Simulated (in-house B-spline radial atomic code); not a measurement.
# Excited states and polarisability of Ba⁸⁺ by several methods

An exercise on one series of results from a longer session: the logs are not shown, and one member is left open.

The numbers are computed with in-house B-spline radial atomic code version 1 (linear response of a closed shell, each method with its own adiabatic kernel; non-relativistic; B-spline basis; no spin-orbit coupling, no double excitations; only terms of natural parity, (−1)^L, with L up to 3 are computed), except any that are marked as measured or tabulated.

## Starting point

```
element       : barium (Z = 56)
charge        : +8
configuration : [Kr] 4d10 5s2
runs          : TDHF; BSE on G0W0@HF; LDA (VWN5); PBE; PBE0; B3LYP; CAM-B3LYP; LC-ωPBE; ωB97X; HSE06; BHandHLYP; BLYP; PBEsol; BP86; exchange-only LDA; B97-1; RPBE; OLYP
```

Outer shells as boxes (Hund's rule):

Ba⁸⁺
```
[Kr] core
4d [↑↓][↑↓][↑↓][↑↓][↑↓]
5s [↑↓]
```

Set-up of the first run:

The run's settings:

```ini
Z = 56
electrons = 48.0
configuration = [Kr] 4d10 5s2
hamiltonian = nr
method = hf
box_radius = 11.59
intervals = 54
```

Launch:

```
$ python run_td.py task.json out
```

One command runs all members of the session, one after another, from task.json.

Steps of the session up to this table: TDHF.

One of the session's tables, all rows but one given; the rest of the session is left out.

It belongs to the step «TDHF». 

| state | full (eV) | Tamm-Dancoff (eV) |
| --- | --- | --- |
| 5s→5p ³P | 11.273 | 11.864 |
| 5s→5p ¹P | 17.404 | 17.984 |
| 5s→4f ³F | ? | ? |
| 5s→4f ¹F | 23.649 | 23.738 |
| 5s→5d ³D | 38.870 | 38.903 |
| 5s→5d ¹D | 41.340 | 41.415 |
| 5s→6s ³S | 55.382 | 55.394 |
| 5s→6s ¹S | 56.711 | 56.753 |
| 5s→6p ³P | 62.296 | 62.309 |
| 5s→6p ¹P | 62.833 | 62.860 |
| 5s→5f ³F | 66.493 | 66.502 |
| 5s→5f ¹F | 66.997 | 67.008 |
| 5s→6d ³D | 73.351 | 73.356 |
| 5s→6d ¹D | 73.829 | 73.847 |

**Question.** Estimate the row for 5s→4f ³F.

As computed: full (eV): 22.493; Tamm-Dancoff (eV): 22.651. In the column «full (eV)» it lies between 5s→5p ¹P (17.404) and 5s→4f ¹F (23.649).
